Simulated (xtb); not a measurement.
# GFN2-xTB run of C3H4FO (SMILES C[C](F)C=O)

Aim: the electronic atomisation energy of C3H4FO at GFN2-xTB, from 5 runs. 

The results are computed with xtb 6.7.1.

10 further runs of the same task are left out: 10 set aside as unsound or not needed.

## (1) The system as given

C3H4FO has 9 atoms, charge 0, and is taken as a doublet. As SMILES, `C[C](F)C=O`. Geometry: relaxed at GFN2-xTB. This is one conformer, not always the lowest.

Bond lengths: C1–C2 1.474 Å, C2–F3 1.335 Å, C2–C4 1.419 Å, C4–O5 1.223 Å, C1–H6 1.085 Å, C1–H7 1.093 Å, C1–H8 1.093 Å, C4–H9 1.106 Å. Some angles: C1–C2–F3 115.1°, C1–C2–C4 126.6°, F3–C2–C4 118.4°, C2–C4–O5 125.8°, C2–C1–H6 110.7°, C2–C1–H7 110.2°, C2–C1–H8 110.2°, C2–C4–H9 112.9°, O5–C4–H9 121.3°, H6–C1–H7 109.6°.

## (2) Energy and forces at GFN2-xTB

struc.tmol reads:

```
$coord
     -0.365718696899     -2.132348061766     -0.377208231737  c
      0.750599216701      0.418631028388     -0.392137068121  c
      2.857095825083      0.655432609065     -1.760827905665  f
     -0.187668701437      2.580421023176      0.885790223657  c
      0.765339080473      4.686804247991      0.861034811424  o
     -2.074919284839     -2.169330002025      0.754133004554  h
      0.989592879683     -3.498431077258      0.372427224641  h
     -0.796746328665     -2.733205380352     -2.305050132296  h
     -1.937592887363      2.192025612782      1.961875868064  h
$end
```

Command:

```bash
$ xtb --gfn 2 --grad -c 0 -u 1 --json -- struc.tmol | tee struc.out
```

What it wrote:

```text
* xtb version 6.7.1
[...]
          :  # basis functions                  24          :
[...]
          :  # electrons                        29          :
[...]
          :  Hamiltonian                  GFN2-xTB          :
[...]
          :  net charge                          0          :
          :  unpaired electrons                  1          :
[...]
   *** convergence criteria satisfied after 12 iterations ***
[...]
         ::                     SUMMARY                     ::
         :::::::::::::::::::::::::::::::::::::::::::::::::::::
         :: total energy             -17.176737677205 Eh    ::
         :: gradient norm              0.000781221252 Eh/a0 ::
         :: HOMO-LUMO gap              4.337144032260 eV    ::
         ::.................................................::
         :: SCC energy               -17.333485423265 Eh    ::
         :: -> isotropic ES            0.033543303443 Eh    ::
         :: -> anisotropic ES          0.002207508696 Eh    ::
         :: -> anisotropic XC         -0.000561152974 Eh    ::
         :: -> dispersion             -0.003773551432 Eh    ::
         :: repulsion energy           0.156747746061 Eh    ::
         :: add. restraining           0.000000000000 Eh    ::
         :: total charge              -0.000000000000 e     ::
         :::::::::::::::::::::::::::::::::::::::::::::::::::::
[...]
        15        1.0000           -0.3803116             -10.3488 (HOMO)
        16                         -0.2209245              -6.0117 (LUMO)
[...]
     #   Z          covCN         q      C6AA      α(0)
     1   6 c        3.754    -0.127    22.995     6.838
     2   6 c        2.743     0.149    24.751     8.146
     3   9 f        0.787    -0.149    10.718     3.867
     4   6 c        2.760     0.173    24.264     8.067
     5   8 o        0.857    -0.337    20.455     6.064
     6   1 h        0.925     0.075     2.034     2.230
     7   1 h        0.924     0.098     1.808     2.103
     8   1 h        0.924     0.097     1.810     2.104
     9   1 h        0.922     0.021     2.725     2.581
[...]
     #   Z sym  total        # sym  WBO       # sym  WBO       # sym  WBO
 ---------------------------------------------------------------------------
     1   6 c    3.990 --     2 c    1.080     6 h    0.980     8 h    0.938
                             7 h    0.937
     2   6 c    3.645 --     4 c    1.252     3 f    1.085     1 c    1.080
                             5 o    0.170
     3   9 f    1.214 --     2 c    1.085
     4   6 c    3.960 --     5 o    1.716     2 c    1.252     9 h    0.929
     5   8 o    2.004 --     4 c    1.716     2 c    0.170
     6   1 h    0.994 --     1 c    0.980
     7   1 h    0.989 --     1 c    0.937
     8   1 h    0.990 --     1 c    0.938
     9   1 h    1.000 --     4 c    0.929
 ---------------------------------------------------------------------------
[...]
molecular dipole:
                 x           y           z       tot (Debye)
 q only:       -0.733      -1.619       0.023
   full:       -0.854      -1.837       0.042       5.150
molecular quadrupole (traceless):
[...]
          | TOTAL ENERGY              -17.176737677205 Eh   |
          | GRADIENT NORM               0.000781221252 Eh/α |
          | HOMO-LUMO GAP               4.337144032260 eV   |
           -------------------------------------------------
[...]
```

Standard error:

```text
normal termination of xtb
```

Wall time 0.03 s (1 thread of Intel Xeon Platinum 8488C (Sapphire Rapids), shared host).

## (3) The C atom: a single-point energy at GFN2-xTB

input.inp reads:

```
$chrg 0
$spin 2
$end
```

start.xyz reads:

```xyz
1

C      0.00000     0.00000     0.00000
```

Command:

```bash
$ xtb start.xyz --input input.inp --gfn 2 --parallel 1 > start.out 2> xtb.err
```

What it wrote, cut to the lines that bear on the results:

```text
* xtb version 6.7.1
[...]
          :  # basis functions                   4          :
[...]
          :  # electrons                         4          :
[...]
          :  Hamiltonian                  GFN2-xTB          :
[...]
          :  net charge                          0          :
          :  unpaired electrons                  2          :
[...]
   *** convergence criteria satisfied after 45 iterations ***
[...]
         ::                     SUMMARY                     ::
         :::::::::::::::::::::::::::::::::::::::::::::::::::::
         :: total energy              -1.793296371365 Eh    ::
         :: gradient norm              0.000000000000 Eh/a0 ::
         :: HOMO-LUMO gap              0.000000000000 eV    ::
         ::.................................................::
         :: SCC energy                -1.793296371365 Eh    ::
         :: -> isotropic ES           -0.025000000000 Eh    ::
         :: -> anisotropic ES          0.000000000000 Eh    ::
         :: -> anisotropic XC          0.000000000000 Eh    ::
         :: -> dispersion              0.000000000000 Eh    ::
         :: repulsion energy           0.000000000000 Eh    ::
         :: add. restraining           0.000000000000 Eh    ::
         :: total charge               0.000000000000 e     ::
         :::::::::::::::::::::::::::::::::::::::::::::::::::::
[...]
         3        0.6667           -0.4732266             -12.8772 (HOMO)
         4        0.6667           -0.4732266             -12.8772 (LUMO)
[...]
molecular dipole:
                 x           y           z       tot (Debye)
 q only:        0.000       0.000       0.000
   full:        0.000       0.000       0.000       0.000
molecular quadrupole (traceless):
[...]
          | TOTAL ENERGY               -1.793296371365 Eh   |
          | GRADIENT NORM               0.000000000000 Eh/α |
          | HOMO-LUMO GAP               0.000000000000 eV   |
           -------------------------------------------------
[...]
```

Standard error:

```text
normal termination of xtb
```

Run time: 0.026 s. Hardware: 1 thread of Intel Xeon Platinum 8488C (Sapphire Rapids), shared host.

## (4) The F atom: a single-point energy at GFN2-xTB

start.xyz reads:

```xyz
1

F      0.00000     0.00000     0.00000
```

Run the same way, it converges to -4.61934 Eh (log not shown).

## (5) The H atom: a single-point energy at GFN2-xTB

geom.xyz reads:

```xyz
1
H
H      0.00000000     0.00000000     0.00000000
```

Run the same way, it converges to -0.39348 Eh (log not shown).

## (6) The O atom: the energy at GFN2-xTB

mol.xyz reads:

```xyz
1

O      0.00000000     0.00000000     0.00000000
```

Run the same way, it converges to -3.76761 Eh (log not shown).

## (7) Results

At GFN2-xTB:

| quantity | value |
| --- | --- |
| molecule: total energy | -17.17674 Eh |
| molecule: dipole moment | 5.15 D |
| molecule: HOMO energy (partly filled) | -10.35 eV |
| molecule: LUMO energy | -6.01 eV |
| molecule: dispersion energy | -9.91 kJ/mol |
| molecule: largest force on an atom | 0.032 eV/Å |
| molecule: mean polarisability (D4 model) | 42.0 bohr³ |
| C atom: total energy | -1.79330 Eh |
| C atom: dipole moment | 0.00 D |
| C atom: HOMO energy (partly filled) | -12.88 eV |
| C atom: LUMO energy | -12.88 eV |
| C atom: mean polarisability (D4 model) | 12.3 bohr³ |
| F atom: total energy | -4.61934 Eh |
| F atom: dipole moment | 0.00 D |
| F atom: HOMO energy (partly filled) | -15.75 eV |
| F atom: mean polarisability (D4 model) | 3.6 bohr³ |
| H atom: total energy | -0.39348 Eh |
| H atom: dipole moment | 0.00 D |
| H atom: HOMO energy (partly filled) | -10.71 eV |
| H atom: mean polarisability (D4 model) | 5.0 bohr³ |
| O atom: total energy | -3.76761 Eh |
| O atom: dipole moment | 0.00 D |
| O atom: HOMO energy (partly filled) | -15.50 eV |
| O atom: mean polarisability (D4 model) | 5.2 bohr³ |
| electronic atomisation energy | 49.959 eV |

What this shows: The method runs without spin polarisation, so open shells lack the exchange term that lowers high spin: such energies come out too high. Taking the molecule apart into free atoms costs 49.96 eV (1152 kcal/mol), before zero-point energy and without spin-orbit coupling. Tight-binding and semi-empirical models aren't fitted to free atoms, so this value can be far from the true one. Mulliken charges (molecule) run from -0.34 on O5 to +0.17 on C4.
